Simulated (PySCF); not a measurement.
# [TmCl3(H2O)]−: other functionals and bases at one geometry

Aim: see how levels, charges and forces of [TmCl3(H2O)]− depend on the level of theory. The structure is generated, not taken from experiment.

Computed with PySCF 2.14.0. Level: several levels, as the steps say, no spin–orbit coupling.

1 further run of the same task is left out (for a known fault of the program).

### 1 Starting geometry

7 atoms, charge -1, spin multiplicity 1.

Bond lengths: Tm1–Cl2 2.703 Å, Tm1–Cl3 2.700 Å, Tm1–Cl4 2.654 Å, Tm1–O5 2.547 Å, Tm1–H6 2.657 Å, Tm1–H7 2.656 Å, O5–H6 0.979 Å, O5–H7 0.979 Å. Angles: Cl2–Tm1–Cl3 108.5°, Cl2–Tm1–Cl4 124.7°, Cl2–Tm1–O5 72.9°, Cl2–Tm1–H6 51.4°, Cl2–Tm1–H7 81.4°, Cl3–Tm1–Cl4 125.0°, Cl3–Tm1–O5 73.0°, Cl3–Tm1–H6 81.5°, Cl3–Tm1–H7 51.6°, Cl4–Tm1–O5 132.1°, Cl4–Tm1–H6 142.1°, Cl4–Tm1–H7 142.2°, O5–Tm1–H6 21.6°, O5–Tm1–H7 21.6°, H6–Tm1–H7 33.9°, Tm1–O5–H6 85.5°, Tm1–O5–H7 85.5°, H6–O5–H7 104.6° and more.

As a file:

```xyz
7

Tm   -0.00712   -0.31630   -0.31229
Cl    0.57516    1.98830    0.97358
Cl   -2.46913   -1.12459    0.44774
Cl    1.76748   -1.82740   -1.58216
O    -1.65564    1.44083   -1.13768
H    -1.25419    2.02485   -0.46163
H    -2.33055    0.92642   -0.64938
```

Formal oxidation states: Tm +2. Each metal's 13 4f electrons lie in its core potential, so multiplicities, spins and levels count the valence alone. An earlier session relaxed this geometry at PBE0, Tm lcecp-0-SVP with ECP59, Cl def2-SVP, O def2-SVP, H def2-SVP (singlet, point group Cs).

At PBE0 on the finer grid: E = -1488.833642 Eh, frontier levels not given, since the 4f levels lie in the core, Mulliken charge on Tm1 +0.44 e, largest force component 0.009 eV/Å. 

Levels to run: revPBE; M06-L; PBE0, TZVP. Hardware: 2 threads of Arm Neoverse V1, shared host.

### 2 revPBE

Input file run.py (the lines that set the calculation):

```python
mol = gto.M(atom='''
Tm    -0.00712    -0.31630    -0.31229
Cl     0.57516     1.98830     0.97358
Cl    -2.46913    -1.12459     0.44774
Cl     1.76748    -1.82740    -1.58216
O     -1.65564     1.44083    -1.13768
H     -1.25419     2.02485    -0.46163
H     -2.33055     0.92642    -0.64938''',
    basis={'Tm': 'lcecp-0-SVP', 'Cl': 'def2-SVP', 'O': 'def2-SVP', 'H': 'def2-SVP'},
    ecp={'Tm': 'lcecp-0-SVP'},
    charge=-1, spin=0)
mf = dft.RKS(mol, xc='PBE_R,PBE')
mf.grids.atom_grid = (75, 302)  # f atoms: unpruned, at least (60, 302)
mf = mf.density_fit()  # fitting sets: Tm AutoAux, Cl def2-universal-JKFIT, O def2-universal-JKFIT, H def2-universal-JKFIT
mf.conv_tol = 1e-08; mf.max_cycle = 55
mf.kernel(dm0)  # dm0: the density of the relaxed state
```

Run with:

```
> OMP_NUM_THREADS=2 python run.py
```

### 3 M06-L

Changes to run.py (the lines that set the calculation) since step 2:

```diff
@@ -11,3 +11,3 @@
     charge=-1, spin=0)
-mf = dft.RKS(mol, xc='PBE_R,PBE')
+mf = dft.RKS(mol, xc='M06L')
 mf.grids.atom_grid = (75, 302)  # f atoms: unpruned, at least (60, 302)
```

### 4 PBE0, TZVP

Basis: Tm lcecp-0-TZVP with ECP59, Cl def2-TZVP, O def2-TZVP, H def2-TZVP. 

Input file run.py (the lines that set the calculation):

```python
mol = gto.M(atom='''
Tm    -0.00712    -0.31630    -0.31229
Cl     0.57516     1.98830     0.97358
Cl    -2.46913    -1.12459     0.44774
Cl     1.76748    -1.82740    -1.58216
O     -1.65564     1.44083    -1.13768
H     -1.25419     2.02485    -0.46163
H     -2.33055     0.92642    -0.64938''',
    basis={'Tm': 'lcecp-0-TZVP', 'Cl': 'def2-TZVP', 'O': 'def2-TZVP', 'H': 'def2-TZVP'},
    ecp={'Tm': 'lcecp-0-TZVP'},
    charge=-1, spin=0)
mf = dft.RKS(mol, xc='PBE0')
mf.grids.atom_grid = (75, 302)  # f atoms: unpruned, at least (60, 302)
mf = mf.density_fit()  # fitting sets: Tm AutoAux, Cl def2-universal-JKFIT, O def2-universal-JKFIT, H def2-universal-JKFIT
mf.conv_tol = 1e-08; mf.max_cycle = 55
mf.kernel(dm0)  # dm0: free metal ions and neutral atoms
```

**Question.** What will these runs give? Wanted: for each run, charge on Tm1; dipole; largest force.

**Answer**, as computed:

| level | state | charge on Tm1 (e) | dipole (D) | largest force (eV/Å) | basis functions | time |
| --- | --- | --- | --- | --- | --- | --- |
| PBE0 (relaxed here) | singlet | 0.44 | 1.09 | 0.01 | 109 | 17 s |
| revPBE | singlet | 0.30 | 1.12 | 0.82 | 109 | 5.8 s |
| M06-L | singlet | 0.62 | 1.06 | 0.08 | 109 | 8.5 s |
| PBE0, TZVP | singlet | 1.05 | 0.91 | 0.25 | 201 | 17 s |

Times are on 2 threads of Arm Neoverse V1, shared host; the first row also made further properties. The dipole of a charged species depends on the origin, so these sizes hold for this origin alone.

The largest leftover force, 0.82 eV/Å with revPBE, stands at a geometry relaxed at another level. The Mulliken charge on Tm spans +0.30 to +1.05 e over the levels. With 4f in the core, its levels are missing from HOMO and gap. Total energies of different levels can't be compared. Spin–orbit coupling is left out throughout.
